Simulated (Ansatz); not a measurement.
# The cluster Mo7−: structure and electronic state

Aim: characterise the cluster Mo7− as a doublet: its structure, frontier levels and distribution of charge and spin.

Computed with Ansatz 0.2.0, Gaussian basis. Level: UKS PBE0-D4/def2-TZVPD.

Levels to be run: relaxation at PBE-D4/def2-SVPD; a search for the lowest solution at PBE-D4/def2-SVP; a single point at PBE0-D4/def2-TZVPD.

7 further runs of the same task are left out: 7 that didn't finish. Runs told in other sessions of the task aren't counted.

**1. The starting structure**

7 atoms, charge -1, spin multiplicity 2.

Atoms are counted from 1 here; the program's logs count them from 0.

Bond lengths: Mo1–Mo2 2.639 Å, Mo1–Mo5 2.346 Å, Mo1–Mo6 2.640 Å, Mo1–Mo7 2.346 Å, Mo2–Mo3 3.003 Å, Mo2–Mo4 2.644 Å, Mo2–Mo5 2.357 Å, Mo2–Mo6 3.367 Å, Mo2–Mo7 2.399 Å, Mo3–Mo4 2.520 Å, Mo3–Mo5 2.323 Å, Mo3–Mo6 2.641 Å, Mo3–Mo7 3.644 Å, Mo4–Mo5 3.667 Å, Mo4–Mo6 3.027 Å, Mo4–Mo7 2.321 Å, Mo5–Mo6 2.399 Å, Mo5–Mo7 3.282 Å and more. Angles: Mo2–Mo1–Mo5 56.1°, Mo2–Mo1–Mo6 79.2°, Mo2–Mo1–Mo7 57.2°, Mo5–Mo1–Mo6 57.2°, Mo5–Mo1–Mo7 88.8°, Mo6–Mo1–Mo7 56.0°, Mo1–Mo2–Mo3 93.8°, Mo1–Mo2–Mo4 103.1°, Mo1–Mo2–Mo5 55.7°, Mo1–Mo2–Mo6 50.4°, Mo1–Mo2–Mo7 55.3°, Mo3–Mo2–Mo4 52.5°, Mo3–Mo2–Mo5 49.6°, Mo3–Mo2–Mo6 48.6°, Mo3–Mo2–Mo7 84.0°, Mo4–Mo2–Mo5 94.2°, Mo4–Mo2–Mo6 59.0°, Mo4–Mo2–Mo7 54.5° and more.

Mo takes a core potential in the def2 sets. No spin-orbit coupling is included. The ion is computed in the gas phase, without counter-ions or solvent.

The start is a GFN2-xTB geometry.

**2. Relaxation at PBE-D4/def2-SVPD**

File in.yaml:

```yaml
crystal:
  periodic: [false, false, false]
  atoms:
    - {symbol: Mo, position_ang: [0.438300, 1.889680, 1.003530]}
    - {symbol: Mo, position_ang: [0.059720, 0.912010, -1.418370]}
    - {symbol: Mo, position_ang: [0.833840, -1.879410, -0.628420]}
    - {symbol: Mo, position_ang: [-1.548740, -1.141860, -0.988890]}
    - {symbol: Mo, position_ang: [1.712860, 0.150940, 0.078720]}
    - {symbol: Mo, position_ang: [0.007290, -0.654610, 1.561140]}
    - {symbol: Mo, position_ang: [-1.503270, 0.723250, 0.392290]}
basis:
  gaussian: {orbitals: def2-SVPD}
total_charge: -1
magnetization: {spin_polarized: true, initial_magnetization: 1}
hamiltonian: {xc: pbe, dispersion: d4}
scf: {lower_state_search: "off"}
output: {orbitals: {seedname: orbitals}}
relax: {f_tol: 0.02, max_steps: 100}
```

On the command line:

```bash
$ ansatz run in.yaml --threads 4 --pin off --events-out ev --progress --plain --max-ram 4787MiB
```

After this run come: Searching for the lowest solution, PBE-D4/def2-SVP; Single point, PBE0-D4/def2-TZVPD.

Q: Predict the results of all the runs planned. Wanted: point group; commonest bond; HOMO, LUMO at PBE0-D4/def2-TZVPD; ⟨S²⟩.

As calculated:

```
                                          quantity                             value
                                       point group                                C1
                                    commonest bond  Mo–Mo, 17 of mean length 2.650 Å
HOMO, LUMO at PBE0-D4/def2-TZVPD (over both spins)                    -0.31, 1.08 eV
                                              ⟨S²⟩                             1.918
```

The molecule keeps its bonding pattern by the stored test; the atoms moved 0.23 Å (rms), and the angle Mo1–Mo7–Mo4 went from 125° to 104°. No usable vibrations, so a minimum isn't proven. Doubts on the single point: spin contamination. Whether this spin is the lowest isn't tested here. The point group is read from a loosely relaxed geometry; soft torsions can leave it below the true symmetry.

The anion's highest level is positive in at least one run, so there the basis alone may hold the extra electron.
